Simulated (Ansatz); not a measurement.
# BF2H2O: the cost of one run

Program: Ansatz 0.2.0. Level of theory: UKS B3LYP/def2-SVPD. These are calculated values, not measurements.

### 1 The starting structure

Bond lengths: B1–F2 1.570 Å, B1–O3 1.410 Å, O3–H4 1.010 Å, B1–H5 1.190 Å. Angles: F2–B1–O3 120.0°, F2–B1–H5 120.0°, O3–B1–H5 120.0°, B1–O3–H4 109.5°.

Coordinates:

```xyz
6

B     0.0000    0.0000    0.0000
F     0.0000    0.0000    1.5700
O     1.2211    0.0000   -0.7050
H     1.5209   -0.9519   -0.8599
H    -1.0305    0.0000   -0.5950
F     0.0000    0.0000    3.0100
```

### 2 A restrained relaxation towards end A

Springs on the bonds that form and break draw the guess towards this end; the thresholds are loose.

input.yaml reads:

```yaml
crystal:
  periodic: [false, false, false]
  atoms:
    - { symbol: B, position_ang: [0.0, 0.0, 0.0] }
    - { symbol: F, position_ang: [0.0, 0.0, 1.57] }
    - { symbol: O, position_ang: [1.2211, 0.0, -0.705] }
    - { symbol: H, position_ang: [1.5209, -0.9519, -0.8599] }
    - { symbol: H, position_ang: [-1.0305, 0.0, -0.595] }
    - { symbol: F, position_ang: [0.0, 0.0, 3.01] }
magnetization:
  spin_polarized: true
  initial_magnetization: 1
basis:
  gaussian: { orbitals: def2-SVPD }
hamiltonian:
  xc: b3lyp
relax:
  f_tol: 0.15
  max_steps: 25
  restrain:
    - { distance: [1, 5], at: 2.34, k: 30.0 }
    - { distance: [0, 1], at: 1.32, k: 30.0 }
```

Started as:

```
$ ansatz run input.yaml --threads 4 --pin off --max-ram 5120MiB --backend cpu --events-out ev --progress --plain --runs-dir out
```

Q: Estimate wall time and peak memory on 4 threads of Arm Neoverse V1, shared host.

About 51 s, with a peak of 0.3 GiB.
